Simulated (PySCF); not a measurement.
# C9H12O: the cost of one run

Computed with PySCF 2.14.0 and routines of our own; the level stands in each step. Atoms count from 0.

## 1. The system as given

22 atoms, charge 0, multiplicity 1; geometry from: GFN2-xTB.

## 2. Geometry optimisation at PBE0-D3(BJ)/def2-SVP

Job settings and geometry (Å):

```
{"job": {"xc": "PBE0", "basis": "def2-SVP", "d3": "d3bj", "grid": 2, "kind": "geom"}, "charge": 0, "multiplicity": 1}
O      3.387192     0.071568     0.829549
C      2.441359     0.819862     0.846546
C      1.176082     0.604970     0.137748
C      0.221850     1.539092     0.238521
C     -1.144641     1.550086    -0.367360
C     -1.850751     0.183739    -0.442463
C     -1.678928    -0.582442     0.833669
C     -0.686966    -1.413537     1.113067
C      0.472008    -1.803183     0.240457
C      1.069980    -0.680698    -0.628200
H      2.476188     1.762993     1.429559
H      0.454922     2.423990     0.821029
H     -1.077681     1.973281    -1.375983
H     -1.763828     2.230185     0.222676
H     -1.478737    -0.399388    -1.281692
H     -2.913661     0.365153    -0.617498
H     -2.432489    -0.400348     1.588862
H     -0.690813    -1.899565     2.080646
H      0.169097    -2.629487    -0.410844
H      1.262943    -2.180133     0.891812
H      2.079995    -0.985469    -0.912753
H      0.496469    -0.531284    -1.540259
```

Launch:

```bash
OMP_NUM_THREADS=1 python excited_run.py task.json out
```

The driver reads the jobs from task.json and runs them one after another.

**Question.** How long does this first job take on 1 thread of Arm Neoverse V1, shared host, and how much memory does it need?

About 4.2 min, with a peak of 0.98 GiB.
